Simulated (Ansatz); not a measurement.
**CH₄Cl₂OSeSi: a ladder of functionals and wavefunction methods**

The task here is to estimate one member of a computed series from the others.

The runs use Ansatz 0.2.0, Gaussian basis; functionals in def2-TZVPP, the program's frozen cores in correlated methods.

Plan: PBE-D4, r2SCAN-D4, PBE0-D4, B3LYP-D4, ωB97X-V, ωB97M-V, B2PLYP; CCSD(T)/def2-TZVPP; MP2/def2-QZVPP; extrapolation to the limit.

### Structure used throughout

The geometry comes from an earlier relaxation with PBE0-D4 in a triple-zeta def2 set; it is a stationary point, not always the lowest conformer.

10 atoms, charge 0, spin multiplicity 1.

Atoms are counted from 1 here; the program's logs count them from 0.

Bond lengths: C1–O2 1.417 Å, C1–H7 1.093 Å, C1–H8 1.090 Å, C1–H9 1.094 Å, O2–Si3 1.615 Å, Si3–Cl4 2.046 Å, Si3–Cl5 2.029 Å, Si3–Se6 2.261 Å, Se6–H10 1.468 Å. Angles: O2–C1–H7 110.6°, O2–C1–H8 107.5°, O2–C1–H9 111.2°, H7–C1–H8 109.2°, H7–C1–H9 109.1°, H8–C1–H9 109.2°, C1–O2–Si3 125.6°, O2–Si3–Cl4 111.3°, O2–Si3–Cl5 106.1°, O2–Si3–Se6 108.7°, Cl4–Si3–Cl5 108.1°, Cl4–Si3–Se6 109.7°, Cl5–Si3–Se6 113.0°, Si3–Se6–H10 92.1°.

Set-up of the first run:

Contents of in.yaml:

```yaml
crystal:
  periodic: [false, false, false]
  atoms:
    - {symbol: C, position_ang: [0.270986, -1.329845, -1.049107]}
    - {symbol: O, position_ang: [0.541950, -0.881533, 0.267763]}
    - {symbol: Si, position_ang: [0.236686, 0.598443, 0.838979]}
    - {symbol: Cl, position_ang: [1.098498, 2.038138, -0.330909]}
    - {symbol: Cl, position_ang: [1.095966, 0.680676, 2.675367]}
    - {symbol: Se, position_ang: [-2.002848, 0.904515, 0.896675]}
    - {symbol: H, position_ang: [0.901016, -0.805036, -1.771735]}
    - {symbol: H, position_ang: [0.495286, -2.395485, -1.085092]}
    - {symbol: H, position_ang: [-0.779339, -1.174621, -1.311937]}
    - {symbol: H, position_ang: [-1.858200, 2.364746, 0.869986]}
basis:
  gaussian: {orbitals: def2-TZVPP}
hamiltonian: {xc: pbe, dispersion: d4}
output: {forces: true, orbitals: {seedname: orbitals}}
```

Command:

```sh
$ ansatz run in.yaml --threads 2 --pin off --events-out ev --progress --plain --max-ram 22528MiB --backend cuda --devices 0, --max-vram 18GiB
```

Among the steps run: PBE-D4 (GGA); r2SCAN-D4 (meta-GGA); PBE0-D4 (hybrid); B3LYP-D4 (hybrid); ωB97X-V (range-separated); ωB97M-V (range-separated); B2PLYP (double hybrid); CCSD(T) in def2-TZVPP; MP2 in def2-QZVPP.

One table of the session follows, with a row left open; its other results are not shown here.

It belongs to the step «Atomisation energies». 

| method | atomisation energy (kJ/mol) |
| --- | --- |
| PBE-D4 | 3600.2 |
| r2SCAN-D4 | 3561.6 |
| PBE0-D4 | 3538.4 |
| B3LYP-D4 | 3508.4 |
| ωB97X-V | 3554.9 |
| ωB97M-V | 3549.6 |
| B2PLYP | 3472.9 |
| HF/def2-TZVPP | 2535.2 |
| MP2/def2-TZVPP | 3532.6 |
| CCSD/def2-TZVPP | 3368.4 |
| CCSD(T)/def2-TZVPP | 3434.1 |
| MP2/CBS | ? |
| CCSD(T)/CBS | 3554.6 |

Estimate the missing values for MP2/CBS.

As computed: atomisation energy (kJ/mol): 3653.0. In the column «atomisation energy (kJ/mol)» it is the highest.
